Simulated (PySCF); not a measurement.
# The bond of GeO+, level by level

An exercise on one series of results from a longer session: the logs are not shown, and one member is left open.

Program: PySCF 2.14.0. Level of theory: Ge def2-TZVPPD, O def2-TZVPPD, no relativity. These are calculated values, not measurements.

Set-up of the first run:

The job is set up so:

```json
{
  "atoms": "Ge, O",
  "charge": "1",
  "basis": "Ge def2-TZVPPD, O def2-TZVPPD",
  "Hamiltonian": "no relativity",
  "basis functions": "94",
  "electrons treated": "39",
  "masses in u": "73.9212, 15.9949",
  "levels": "PBE0, PBE, r²SCAN, PW91, B2PLYP, B3LYP, MN15, BLYP, ωB97X, HF, MP2, SCS-MP2, CCSD, CCSD(T)",
  "grid": "80 radial by 434 angular points",
  "occupations": "held fixed by the projection of orbital angular momentum",
  "dissociation limit": "Ge+ + O, each in its ground configuration",
  "starting distance in angstrom": "1.860",
  "values of 2S to try": "1, 3"
}
```

The run is started by

```bash
> OMP_NUM_THREADS=2 python dia.py task.json out
```

Among the steps run: Set-up; PBE0 along the bond; Excited determinants; PBE (GGA); r²SCAN; PW91 (GGA); B2PLYP; B3LYP; MN15; BLYP (GGA); ωB97X; UHF; Adding correlation.

One table of the session follows, with a row left open; its other results are not shown here.

Energy (eV) from each level's lowest point:

```
R (Å)    UHF  UHF-MP2  UHF-SCS-MP2  UHF-CCSD  UHF-CCSD(T)
1.527  1.123    1.259        1.275       n/a          n/a
1.598  0.440    0.544        0.554     0.538        0.579
1.669  0.096    0.160        0.165     0.156        0.181
1.723  0.000    0.029        0.032     0.027        0.041
1.776  0.006    0.000        0.000     0.000        0.000
1.829  0.090    0.048        0.046     0.050        0.036
1.900      ?        ?            ?         ?            ?
1.989  0.625    0.502        0.493     0.489        0.432
2.096  1.086    1.035        1.027     0.910        0.832
2.238  1.552    2.202        2.196       n/a          n/a
```

Q: Estimate the row for R (Å) = 1.900 from the others.

Worked estimate for «UHF». A straight line through the neighbours (1.829, 0.090) and (1.989, 0.625) gives 0.090 + (0.625 − 0.090) × (1.900 − 1.829) / (1.989 − 1.829) = 0.327; a parabola fitted to 4 rows on both sides gives 0.302.

As computed: UHF: 0.288; UHF-MP2: 0.202; UHF-SCS-MP2: 0.197; UHF-CCSD: 0.203; UHF-CCSD(T): 0.170. In «UHF» the line misses by +0.039 and the parabola by +0.014.

Limits of these values: Lowest PBE0 solution found, without spin–orbit coupling: ²Π (doublet), unpaired electrons π ↑. Warnings in the runs' records: inverted.
